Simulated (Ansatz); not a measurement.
**BGeH₉Si₂: up Jacob's ladder to CCSD(T)**

Aim: compute BGeH₉Si₂ with functionals from several rungs and with coupled cluster, and see how far each lands from CCSD(T) at the basis-set limit for the atomisation energy.

Program: Ansatz 0.2.0, Gaussian basis. Level of theory: functionals in def2-TZVPP, the program's frozen cores in correlated methods. These are calculated values, not measurements.

Plan: PBE-D4, r2SCAN-D4, PBE0-D4, B3LYP-D4, ωB97X-V, ωB97M-V, B2PLYP; CCSD(T)/def2-TZVPP; MP2/def2-QZVPP; extrapolation to the limit.

## (1) The geometry

An earlier PBE0-D4 in a triple-zeta def2 set relaxation fixed the geometry.

SMILES `[BH2][GeH2][SiH2][SiH3]`, 13 atoms, charge 0, spin multiplicity 1.

Atoms are counted from 1 here; the program's logs count them from 0.

Bond lengths: B1–Ge2 2.040 Å, B1–H5 1.194 Å, B1–H6 1.194 Å, Ge2–Si3 2.399 Å, Ge2–H7 1.540 Å, Ge2–H8 1.540 Å, Si3–Si4 2.336 Å, Si3–H9 1.490 Å, Si3–H10 1.489 Å, Si4–H11 1.488 Å, Si4–H12 1.489 Å, Si4–H13 1.488 Å. Angles: Ge2–B1–H5 120.8°, Ge2–B1–H6 120.3°, H5–B1–H6 118.7°, B1–Ge2–Si3 104.8°, B1–Ge2–H7 114.8°, B1–Ge2–H8 114.0°, Si3–Ge2–H7 107.8°, Si3–Ge2–H8 106.3°, H7–Ge2–H8 108.5°, Ge2–Si3–Si4 109.8°, Ge2–Si3–H9 109.4°, Ge2–Si3–H10 109.3°, Si4–Si3–H9 109.6°, Si4–Si3–H10 110.4°, H9–Si3–H10 108.2°, Si3–Si4–H11 109.9°, Si3–Si4–H12 109.1°, Si3–Si4–H13 111.9° and more.

## (2) PBE-D4 (GGA)

Contents of in.yaml:

```yaml
crystal:
  periodic: [false, false, false]
  atoms:
    - {symbol: B, position_ang: [-1.967355, 1.257110, -0.320686]}
    - {symbol: Ge, position_ang: [-0.140777, 1.224744, -1.227825]}
    - {symbol: Si, position_ang: [1.313292, 0.165915, 0.358969]}
    - {symbol: Si, position_ang: [0.490960, -1.954215, 0.894633]}
    - {symbol: H, position_ang: [-2.289604, 2.175351, 0.371327]}
    - {symbol: H, position_ang: [-2.697495, 0.315283, -0.401631]}
    - {symbol: H, position_ang: [0.445180, 2.611525, -1.550182]}
    - {symbol: H, position_ang: [-0.089551, 0.362952, -2.503402]}
    - {symbol: H, position_ang: [1.390966, 0.997509, 1.592499]}
    - {symbol: H, position_ang: [2.682301, 0.062401, -0.218666]}
    - {symbol: H, position_ang: [0.363499, -2.773534, -0.340567]}
    - {symbol: H, position_ang: [-0.858775, -1.812959, 1.507090]}
    - {symbol: H, position_ang: [1.377962, -2.666882, 1.853241]}
basis:
  gaussian: {orbitals: def2-TZVPP}
hamiltonian: {xc: pbe, dispersion: d4}
output: {forces: true, orbitals: {seedname: orbitals}}
```

On the command line:

```sh
> ansatz run in.yaml --threads 4 --pin off --events-out ev --progress --plain --max-ram 10444MiB
```

After this run come: r2SCAN-D4 (meta-GGA); PBE0-D4 (hybrid); B3LYP-D4 (hybrid); ωB97X-V (range-separated); ωB97M-V (range-separated); B2PLYP (double hybrid); CCSD(T) in def2-TZVPP; MP2 in def2-QZVPP.

Q: Predict the results of all the runs planned. Wanted: atomisation energy, CCSD(T)/CBS; farthest; mean size of error, hybrid; mean size of error, range-separated; gap, smallest and largest; T1 diagnostic; triples share of the correlation energy.

As calculated:

| quantity | value |
| --- | --- |
| atomisation energy, CCSD(T)/CBS | 38.768 eV |
| functionals within 0.388 eV (1.0 %) | r2SCAN-D4, B3LYP-D4, ωB97X-V, ωB97M-V |
| farthest | B2PLYP (-0.642 eV) |
| mean size of error, hybrid | 0.239 eV |
| mean size of error, range-separated | 0.245 eV |
| gap, smallest and largest | 3.36 eV (PBE-D4), 9.58 eV (ωB97X-V) |
| T1 diagnostic | 0.0132 |
| triples share of the correlation energy | 3.4 % |

What this shows: PBE-D4 misses by -0.459 eV. Double hybrids carry the basis error of their MP2 part in triple zeta, and no dispersion term here, so their miss is partly the set-up's. Misses under about 0.388 eV are within the doubt on the reference itself, which lacks core-valence correlation, relativity and higher excitations, and its outer-core shells are covered unevenly. Hartree-Fock recovers 77 % of the binding; the rest is correlation. The gap grows from 3.4 to 9.6 eV across the functionals, mostly with the share of exact exchange. Correlated methods include outer-core shells of Ge, which these sets cover unevenly.
